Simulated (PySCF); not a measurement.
**TlO: from the state search to spectroscopic constants**

One table from this session's results is given with a row withheld; the runs are named, their logs left out.

Method: Tl cc-pVDZ-PP with ECP60, O cc-pVDZ, scalar-relativistic core potentials; program: PySCF 2.14.0.

The first run:

A driver script around PySCF takes these settings:

```yaml
atoms: Tl, O
charge: 0
basis: Tl cc-pVDZ-PP with ECP60, O cc-pVDZ
Hamiltonian: scalar-relativistic core potentials
basis_functions: 37
electrons_treated: 29
masses_in_u: 204.9744, 15.9949
levels: PBE0, PBE, r²SCAN, TPSSh, M06-2X, PW91, HSE06, HF, MP2, SCS-MP2, CCSD, CCSD(T)
grid: 80 radial by 434 angular points
occupations: held fixed by the projection of orbital angular momentum
dissociation_limit: Tl + O, each in its ground configuration
starting_distance_in_angstrom: 2.030
values_of_2S_to_try: 1, 3
```

Command:

```sh
OMP_NUM_THREADS=1 python dia.py task.json out
```

Steps of the session up to this table: The job; First curve: PBE0; Higher solutions at PBE0; PBE (GGA); r²SCAN; TPSSh (hybrid meta-GGA); M06-2X (hybrid meta-GGA); PW91; HSE06 (range-separated hybrid); UHF; Adding correlation.

One table of the session follows, with a row left open; its other results are not shown here.

Energy (eV) from each level's lowest point:

| R (Å) | UHF | UHF-MP2 | UHF-SCS-MP2 | UHF-CCSD | UHF-CCSD(T) |
| --- | --- | --- | --- | --- | --- |
| 1.891 | 0.889 | 0.893 | 0.918 | n/a | n/a |
| 1.979 | 0.377 | 0.381 | 0.398 | 0.400 | 0.416 |
| 2.067 | 0.106 | 0.108 | 0.118 | 0.121 | 0.131 |
| 2.133 | 0.017 | 0.018 | 0.023 | 0.025 | 0.030 |
| 2.199 | 0.000 | 0.000 | 0.000 | 0.000 | 0.000 |
| 2.265 | ? | ? | ? | ? | ? |
| 2.353 | 0.143 | 0.146 | 0.136 | 0.127 | 0.116 |
| 2.463 | 0.336 | 0.351 | 0.336 | 0.313 | 0.294 |
| 2.595 | 0.605 | 0.687 | 0.669 | 0.584 | 0.562 |
| 2.771 | 0.869 | 1.496 | 1.487 | n/a | n/a |

Estimate the missing values for R (Å) = 2.265.

Worked estimate for «UHF». A straight line through the neighbours (2.199, 0.000) and (2.353, 0.143) gives 0.000 + (0.143 − 0.000) × (2.265 − 2.199) / (2.353 − 2.199) = 0.061; a parabola fitted to 4 rows on both sides gives 0.041.

**Answer.** UHF: 0.036; UHF-MP2: 0.036; UHF-SCS-MP2: 0.032; UHF-CCSD: 0.029; UHF-CCSD(T): 0.024. In «UHF» the line misses by +0.025 and the parabola by +0.005.
